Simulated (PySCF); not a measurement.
**C4H10GeO2: electronic excitations**

Wanted: the electronic excitations of C4H10GeO2 (`O=COCC[CH2][GeH3]`), by calculation.

Computed with PySCF 2.14.0, with density-fitted response routines of our own, on a single molecule in the gas phase. Atoms count from 0, in the outputs and in this text.

## 1. The starting structure

17 atoms, charge 0, multiplicity 1; geometry from: GFN2-xTB.

Bonds of the start (Å): O0–C1 1.20, C1–O2 1.32, O2–C3 1.43, C3–C4 1.52, C4–C5 1.52, C5–Ge6 1.98, C1–H7 1.10, C3–H8 1.10, C3–H9 1.09, C4–H10 1.09, C4–H11 1.09, C5–H12 1.09, C5–H13 1.09, Ge6–H14 1.50, Ge6–H15 1.49, Ge6–H16 1.50.

## 2. Excited states and response: wB97X-D/def2-SVPD

Job settings and geometry (Å):

```
{"job": {"kind": "uv", "xc": "wB97X-D", "basis": "def2-SVPD", "nstates": 8, "ntriplets": 3}, "charge": 0, "multiplicity": 1}
O      2.994343    -0.246206     1.430049
C      3.085950     0.304282     0.372884
O      2.102690     0.794830    -0.357475
C      0.772964     0.643782     0.150568
C      0.202167    -0.730425    -0.176586
C     -1.227842    -0.876904     0.326847
Ge    -2.525382     0.352294    -0.516868
H      4.039106     0.493057    -0.151016
H      0.784669     0.798248     1.234830
H      0.187572     1.430097    -0.333683
H      0.838720    -1.490505     0.284257
H      0.234074    -0.873711    -1.259788
H     -1.561243    -1.898840     0.135113
H     -1.252545    -0.737892     1.409044
H     -2.316888     0.420084    -1.995862
H     -3.922666    -0.119100    -0.273608
H     -2.442687     1.748937     0.010307
```

With the program's defaults for keys left out, this is: TDDFT wB97X-D/def2-SVPD, vertical, gas phase, core orbitals frozen in the response.

Launch:

```bash
$ OMP_NUM_THREADS=1 python probes_run.py task.json out
```

This one command runs all jobs of the session in turn.

What will the session give for the following? lowest singlet (wB97X-D/def2-SVPD); brightest single state of those computed; lowest triplet; surface potential, 1st and 99th percentile. Wanted: lowest singlet; brightest single state of those computed; lowest triplet; surface potential, 1st and 99th percentile.

**Answer**, as computed:

| quantity | value |
| --- | --- |
| lowest singlet (wB97X-D/def2-SVPD) | 6.01 eV (206 nm), f = 0.002 |
| brightest single state of those computed | state 2, 8.13 eV, f = 0.132 |
| lowest triplet | 5.50 eV |
| surface potential, 1st and 99th percentile | -1.54 V and 1.06 V |

In words: The lowest singlet, at 6.01 eV, is HOMO→LUMO+1 0.54, HOMO−1→LUMO+1 0.25 and is weak; of the 8 states computed, the strongest absorption comes from state 2 at 8.13 eV. The lowest triplet lies 0.51 eV below the lowest singlet (triplets in Tamm-Dancoff, singlets in full TDDFT).
